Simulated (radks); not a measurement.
# Valence configurations of Ge⁺

The task here is to estimate one member of a computed series from the others.

Program: radks (a radial shooting solver on a logarithmic mesh, Libxc functionals) version 1. Level of theory: Dirac Kohn-Sham, PBE, spin-unpolarised, spherical densities, point nucleus; open shells are shared between the two j in proportion to 2j + 1. These are calculated values, not measurements, unless marked.

**What is computed**

```
element       : germanium (Z = 32)
charge        : +1
electrons     : 31
configuration : [Ar] 3d10 4s2 4p1
others tried  : 3d10 4s1 4p2; 3d9 4s2 4p2; 3d9.5 4s1.5 4p2; 3d10 4p3; 3d8 4s2 4p3; 3d10 4s1.5 4p1.5; 3d9 4s1 4p3; 3d8 4s1 4p4; 3d8.5 4s1.5 4p3
```

The outer shells:

Ge⁺
```
[Ar] core
3d [↑↓][↑↓][↑↓][↑↓][↑↓]
4s [↑↓]
4p [↑ ][  ][  ]
```

The first run:

Input:

```text
Z 32
configuration [Ar] 3d10 4s2 4p1
relativity Dirac
functional pbe,pbe
spin unpolarised
j_filling average
nucleus point
c 137.035999084
```

Among the steps run: [Ar] 3d10 4s2 4p1.

One table of the session follows, with a row left open; its other results are not shown here.

It belongs to the step «[Ar] 3d10 4s2 4p1». Sizes of the orbitals, from the radial functions (bohr):

```
level     <r>  outermost maximum (interpolated)  90 % within  nodes
3s1/2  0.6241                             0.543        0.934      2
3p1/2  0.6398                             0.538        0.984      1
3p3/2  0.6505                             0.546         1.00      1
3d3/2       ?                                 ?            ?      ?
3d5/2  0.7371                             0.505         1.25      0
4s1/2   2.030                              1.71         3.03      3
4p1/2   2.529                              2.06         3.87      2
4p3/2   2.568                              2.10         3.92      2
```

Estimate the missing values for 3d3/2.

As computed: <r>: 0.7318; outermost maximum (interpolated): 0.502; 90 % within: 1.24; nodes: 0. In the column «<r>» it lies between 3p3/2 (0.6505) and 3d5/2 (0.7371).
